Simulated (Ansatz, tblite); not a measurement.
# [VBr4]-: a ladder of methods and basis sets

One table from this session's results is given with a row withheld; the runs are named, their logs left out.

Method: as each input shows; program: Ansatz 0.2.0, Gaussian basis.

The runs, in order: GFN1-xTB, GFN2-xTB, PBE-D4/def2-TZVPD, r2SCAN-D4/def2-TZVPD, CAM-B3LYP-D4/def2-TZVPD, B2PLYP/def2-TZVPD, PBE-D4/def2-SVPD, PBE0-D4/def2-SVPD, HF/6-31G, B3LYP-D4/6-31G, MP2/def2-TZVPD, RPA/def2-TZVPD.

2 further runs of the same task are left out: 2 set aside as unsound or not needed. Runs told in other sessions of the task aren't counted.

## The relaxed structure

The triplet was relaxed beforehand with r2SCAN-D4/def2-SVPD.

5 atoms, charge -1, spin multiplicity 3.

Bond lengths: V1–Br2 2.394 Å, V1–Br3 2.394 Å, V1–Br4 2.394 Å, V1–Br5 2.394 Å. Angles: Br2–V1–Br3 109.5°, Br2–V1–Br4 109.5°, Br2–V1–Br5 109.5°, Br3–V1–Br4 109.5°, Br3–V1–Br5 109.5°, Br4–V1–Br5 109.5°.

Formally the metal is d2. No spin-orbit coupling is included. The ion is computed in the gas phase, without counter-ions or solvent.

PBE0-D4/def2-TZVPD was run before; its log isn't repeated, and its numbers join the tables.

Set-up of the first run:

Tight binding, by tblite at 300 K electronic temperature and without a spin-polarisation term:

```python
tblite.interface.Calculator('GFN1-xTB', numbers, positions, charge=-1, uhf=2).singlepoint()
```

Tight binding, by tblite at 300 K electronic temperature and without a spin-polarisation term:

```python
tblite.interface.Calculator('GFN2-xTB', numbers, positions, charge=-1, uhf=2).singlepoint()
```

start.molden holds the orbitals of an earlier run on this state, given as this run's starting guess.

The input, in.yaml:

```yaml
crystal:
  periodic: [false, false, false]
  atoms:
    - {symbol: V, position_ang: [-0.000006, -0.000005, 0.000006]}
    - {symbol: Br, position_ang: [0.010205, -0.015872, 2.393737]}
    - {symbol: Br, position_ang: [2.253503, 0.010354, -0.807510]}
    - {symbol: Br, position_ang: [-1.136189, 1.957260, -0.780144]}
    - {symbol: Br, position_ang: [-1.127513, -1.951738, -0.806089]}
basis:
  gaussian: {orbitals: def2-TZVPD, initial_orbitals: start.molden}
total_charge: -1
magnetization: {spin_polarized: true, initial_magnetization: 2}
hamiltonian: {xc: pbe, dispersion: d4}
scf: {omitted_lower_state_checks: [starts]}
output: {orbitals: {seedname: orbitals}}
```

The run is started by

```console
$ ansatz run in.yaml --threads 4 --pin off --events-out ev --progress --plain --max-ram 8704MiB
```

Among the steps run: PBE-D4/def2-TZVPD; r2SCAN-D4/def2-TZVPD; CAM-B3LYP-D4/def2-TZVPD; B2PLYP/def2-TZVPD; PBE-D4/def2-SVPD; PBE0-D4/def2-SVPD; HF/6-31G; B3LYP-D4/6-31G; MP2/def2-TZVPD; RPA/def2-TZVPD.

One table of the session follows, with a row left open; its other results are not shown here.

| level | HOMO (eV) | LUMO (eV) | gap (eV) |
| --- | --- | --- | --- |
| HF/6-31G | -7.15 | 4.73 | 11.88 |
| PBE-D4/def2-SVPD | -1.13 | 0.02 | 1.15 |
| PBE-D4/def2-TZVPD | -1.01 | 0.15 | 1.16 |
| r2SCAN-D4/def2-TZVPD | -1.71 | 0.14 | 1.85 |
| B3LYP-D4/6-31G | -2.93 | 0.88 | 3.81 |
| PBE0-D4/def2-SVPD | -3.44 | 0.79 | 4.22 |
| PBE0-D4/def2-TZVPD | -3.31 | 0.98 | 4.29 |
| CAM-B3LYP-D4/def2-TZVPD | ? | ? | ? |

**Question.** Estimate the row for CAM-B3LYP-D4/def2-TZVPD.

The run gave: HOMO (eV): -4.81; LUMO (eV): 2.00; gap (eV): 6.81. In the column «HOMO (eV)» it lies between HF/6-31G (-7.15) and PBE0-D4/def2-SVPD (-3.44).
